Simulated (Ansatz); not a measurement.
**FH2InN radical: one structure at several levels**

One table from this session's results is given with a row withheld; the runs are named, their logs left out.

Method: single points in def2-TZVPP; program: Ansatz 0.2.0, Gaussian basis.

Correlated methods freeze the cores. Filled d shells of the heavier atoms are correlated. Core potentials replace the inner electrons past krypton, and spin-orbit coupling is left out. Orbitals are unrestricted.

**Where the work starts**

SMILES `[NH][InH][F]`, 5 atoms, charge 0, spin multiplicity 2.

Atoms are counted from 1 here; the program's logs count them from 0.

Bond lengths: N1–In2 2.074 Å, N1–H4 0.997 Å, In2–F3 1.980 Å, In2–H5 1.755 Å. Angles: In2–N1–H4 101.8°, N1–In2–F3 108.6°, N1–In2–H5 138.6°, F3–In2–H5 112.1°.

Coordinates:

```
N    -1.41110    0.18720   -0.82310
In    0.44240    0.35570    0.09300
F     0.91540   -1.39510    0.88680
H    -1.74850   -0.67240   -0.44610
H     1.77130    1.49890    0.17420
```

Set-up of the first run:

run/in.yaml reads:

```yaml
crystal:
  periodic: [false, false, false]
  atoms:
    - {symbol: N, position_ang: [-1.411100, 0.187200, -0.823100]}
    - {symbol: In, position_ang: [0.442400, 0.355700, 0.093000]}
    - {symbol: F, position_ang: [0.915400, -1.395100, 0.886800]}
    - {symbol: H, position_ang: [-1.748500, -0.672400, -0.446100]}
    - {symbol: H, position_ang: [1.771300, 1.498900, 0.174200]}
basis:
  gaussian: {orbitals: def2-TZVPP}
magnetization: {spin_polarized: true, initial_magnetization: 1}
correlation: {method: ccsd_t}
scf: {omitted_lower_state_checks: [cluster_reference]}
output: {forces: true}
```

No record of the launch command was kept for these runs.

Steps of the session up to this table: CCSD(T)/def2-TZVPP; PBE0-D4/def2-TZVPP; wB97M-V/def2-TZVPP; r2SCAN-D4/def2-TZVPP; PBE-D4/def2-TZVPP; SPW92/def2-TZVPP; CAM-B3LYP-D4/def2-TZVPP.

One table of the session follows, with a row left open; its other results are not shown here.

```
      method  RMS force component (eV/Å)  angle to CCSD(T) forces (°)  dipole (D)
     CCSD(T)                       0.619                    reference        2.05
     PBE0-D4                           ?                            ?           ?
     wB97M-V                       0.590                          7.8        1.99
   r2SCAN-D4                       0.615                          6.7        1.92
      PBE-D4                       0.724                         20.5        1.83
       SPW92                       0.779                         14.0        1.86
CAM-B3LYP-D4                       0.590                          8.2        2.02
```

**Question.** Estimate the row for PBE0-D4.

The run gave: RMS force component (eV/Å): 0.593; angle to CCSD(T) forces (°): 4.9; dipole (D): 2.01. In the column «RMS force component (eV/Å)» it lies between CAM-B3LYP-D4 (0.590) and r2SCAN-D4 (0.615).
